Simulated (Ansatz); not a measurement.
**Ti₃Zn: a line through an energy map**

An exercise on one series of results from a longer session: the logs are not shown, and one member is left open.

Program: Ansatz 0.2.0. Level of theory: DFT LDA, scalar-relativistic, plane waves, PAW. These are calculated values, not measurements.

15 further runs of the same task are left out: 15 set aside as unsound or not needed.

## Starting point

The structure is cubic, space group Pm-3m (No. 221). The conventional cell has a = 3.910 Å, b = 3.910 Å, c = 3.910 Å, α = 90.00°, β = 90.00°, γ = 90.00°. Ti (site symmetry 4/mmm) is surrounded by 8 Ti at 2.76 Å and 4 Zn at 2.76 Å. Around Zn (site symmetry m-3m) lie 12 Ti at 2.76 Å.

As a file:

```
CELL_PARAMETERS angstrom
3.90974 0.00000 0.00000
0.00000 3.90974 0.00000
0.00000 0.00000 3.90974
ATOMIC_POSITIONS crystal
Ti 0.00000 0.50000 0.50000
Ti 0.50000 0.00000 0.50000
Ti 0.50000 0.50000 0.00000
Zn 0.00000 0.00000 0.00000
```

It goes back to an entry of the Materials Project, which need not be the stable form.

It is the result of an earlier relaxation at this level (volume 14.94 Å³/atom; gap on the mesh: none (metal)).

## The scan

The energy is mapped over volume and the cell's shape.

- volume per atom: 7 values from 13.75 to 16.14 Å³
- length along [111] over the lengths across it, relative to the cubic cell: 7 values from 0.923 to 1.083

Nothing else is relaxed (symmetry fixes all fractional coordinates). Energies count from the relaxed crystal. Points are written as (first, second).

The first run:

input.yaml

```yaml
crystal:
  lattice:
    - [3.8037814455, -0.0670951951, -0.0670951951]
    - [-0.0670951951, 3.8037814455, -0.0670951951]
    - [-0.0670951951, -0.0670951951, 3.8037814455]
  atoms:
    - { symbol: Ti, position: [0.0, 0.5, 0.5] }
    - { symbol: Ti, position: [0.5, 0.0, 0.5] }
    - { symbol: Ti, position: [0.5, 0.5, 0.0] }
    - { symbol: Zn, position: [0.0, 0.0, 0.0] }
basis:
  ecutwfc: 520.0
kpoints:
  mp_grid: { grid: [12, 12, 12] }
hamiltonian:
  xc: lda
scf:
  occupations: { method: gaussian, width: 0.15 }
output:
  forces: true
  stress: true
  eigenvalues: true
```

Launch:

```console
ansatz run input.yaml --threads 2 --pin off --max-ram 4096MiB --backend cpu --events-out ev --progress --plain --runs-dir out
```

Among the steps run: Grid point (13.75 Å³, 0.948); Grid point (14.54 Å³, 0.948); Point (14.94 Å³, 0.948); Grid point (15.34 Å³, 0.948); Grid point (16.14 Å³, 0.948).

One table of the session follows, with a row left open; its other results are not shown here.

```
volume per atom (Å³)  energy (meV/atom)  slope (meV/atom per Å³)  pressure (GPa)
               13.75               58.6                      −82            13.1
               14.14                  ?                        ?               ?
               14.54               17.0                      −25             4.0
               14.94               11.8                       −2             0.3
               15.34               15.2                       19            −3.0
               15.74               26.3                       36            −5.8
               16.14               44.0                       52            −8.4
```

**Question.** Estimate the row for volume per atom (Å³) = 14.14.

Worked estimate for «energy (meV/atom)». A straight line through the neighbours (13.75, 58.6) and (14.54, 17.0) gives 58.6 + (17.0 − 58.6) × (14.14 − 13.75) / (14.54 − 13.75) = 38.1; a parabola fitted to 3 rows on both sides gives 32.9.

The run gave: energy (meV/atom): 32.2; slope (meV/atom per Å³): −52; pressure (GPa): 8.3. In «energy (meV/atom)» the line misses by +5.9 and the parabola by +0.7.

Energies count from the relaxed crystal. Rows without a step come from runs not printed here or follow by symmetry. Slopes come from the forces (and the stress, where the cell changes), not from differences of energies.

What this shows: Along the line the energy is lowest at 14.94 Å³, 11.8 meV/atom from the zero. A fit to energies and slopes at the lowest point and its two neighbours puts the minimum at 14.975 Å³, with a curvature of about 54 meV/atom per (Å³)². V·d²E/dV² there is about 130 GPa, a bulk modulus under this line's constraint. The well is lopsided: two grid steps out, the energy rises by 20.4 meV/atom towards smaller values and 14.5 meV/atom towards larger ones. The highest point computed, at 13.75 Å³, lies 46.8 meV/atom above the lowest. This is one cut through a surface in two coordinates; the map's lowest point lies off it.
